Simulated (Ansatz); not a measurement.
Wanted: the native input for an Ansatz 0.2.0 run.

```
Task                : single point
Functional          : PBE
Potentials or basis : Ansatz PAW
Cutoff              : 420 eV (not typed: the program's choice for these potentials)
k mesh              : 9 × 9 × 9
Occupations         : fermi-dirac, width 0.05 eV
Spin                : collinear spin, ferromagnetic start
Starting moments    : [1.0, 0.0, 0.0, 0.0] μB
```

The system is YbH3.

```
Yb H
1.0
     0.00000    2.60497    2.60497
     2.60497    0.00000    2.60497
     2.60497    2.60497    0.00000
Yb H
1 3
Cartesian
  -0.0125 -0.0043 0.0511
  2.5337 2.6194 2.5837
  1.3171 1.2699 1.2836
  3.8813 3.9253 3.8867
```

The cell comes from a database or a generator and needn't be the stable form of this composition.

The cell isn't the ideal one: atoms moved at random, drawn with an rms of 0.05 Å.

These files were run (other wordings do the same):

input.yaml

```yaml
crystal:
  lattice:
    - [0.0, 2.604971, 2.604971]
    - [2.604971, 0.0, 2.604971]
    - [2.604971, 2.604971, 0.0]
  atoms:
    - { symbol: Yb, position: [0.011384, 0.008234, -0.013026], spin: 1.0 }
    - { symbol: H, position: [0.512377, 0.479455, 0.493168] }
    - { symbol: H, position: [0.237321, 0.255442, 0.250173] }
    - { symbol: H, position: [0.754466, 0.737571, 0.752379] }
hamiltonian:
  xc: pbe
  pseudopotentials: { kind: paw }
magnetization:
  spin_polarized: true
kpoints:
  mp_grid: { grid: [9, 9, 9] }
scf:
  occupations: { method: fermi_dirac, width: 0.05 }
output:
  forces: true
  stress: true
  eigenvalues: true
```

Potentials or basis: Ansatz PAW.

Command:

```bash
$ ansatz run input.yaml --threads 2 --pin off --max-ram 5120MiB --backend cpu --events-out ev --progress --plain --runs-dir out
```

Results of the run:

```json
{
 "Pressure": "-5.2 GPa",
 "Largest force": "0.342 eV/Å",
 "Band gap on the k mesh": "none (metal or under the smearing width)",
 "Net moment": "0.17 μB per cell",
 "Absolute moment": "0.17 μB per cell",
 "Site moments": "Yb +0.15; H +0.00 μB"
}
```

Caveat: spin-orbit coupling is left out, which moves the levels of the heavy elements; without U or exact exchange the open f shell lies at the Fermi level, which spoils levels, moments and volumes.

It took 43 s on 2 threads of Arm Neoverse V2 (shared host), peak memory 0.74 GiB.
